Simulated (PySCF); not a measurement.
# C5H3F3: the cost of one run

Computed with PySCF 2.14.0, with density-fitted response routines of our own, on a single molecule in the gas phase. Atoms are numbered from 0 throughout.

## (1) The molecule as given

11 atoms, charge 0, multiplicity 1; geometry from: GFN2-xTB. The atoms were then displaced at random by about 0.01 Å, so the start is not that level's minimum.

Bonds of the start (Å): C0–C1 1.22, C1–C2 1.43, C2–F3 1.34, C2–C4 1.32, C4–C5 1.50, C5–F6 1.36, C5–F7 1.35, C0–H8 1.03, C4–H9 1.06, C5–H10 1.11.

## (2) Optimising the geometry at PBE0-D3(BJ)/def2-SVP

Job settings and geometry (Å):

```
{"job": {"xc": "PBE0", "basis": "def2-SVP", "d3": "d3bj", "grid": 1, "shake": 0.01, "kind": "geom"}, "charge": 0, "multiplicity": 1}
C      3.090910     0.111370     0.261560
C      1.884840     0.091430     0.473070
C      0.496450     0.050450     0.794050
F      0.283970     0.124020     2.117170
C     -0.474120    -0.054660    -0.096190
C     -1.919380    -0.086060     0.293380
F     -2.487550    -1.230390    -0.166550
F     -2.577570     0.936550    -0.294890
H      4.093580     0.175460     0.052060
H     -0.252600    -0.104720    -1.128840
H     -2.100430    -0.039280     1.389090
```

On the command line:

```sh
$ OMP_NUM_THREADS=1 python probes_run.py task.json out
```

One launch serves the whole session: the jobs run in the order shown.

Q: Estimate the wall time and peak memory of this first job on 1 thread of Arm Neoverse V2, shared host.

About 53 s, with a peak of 0.51 GiB.
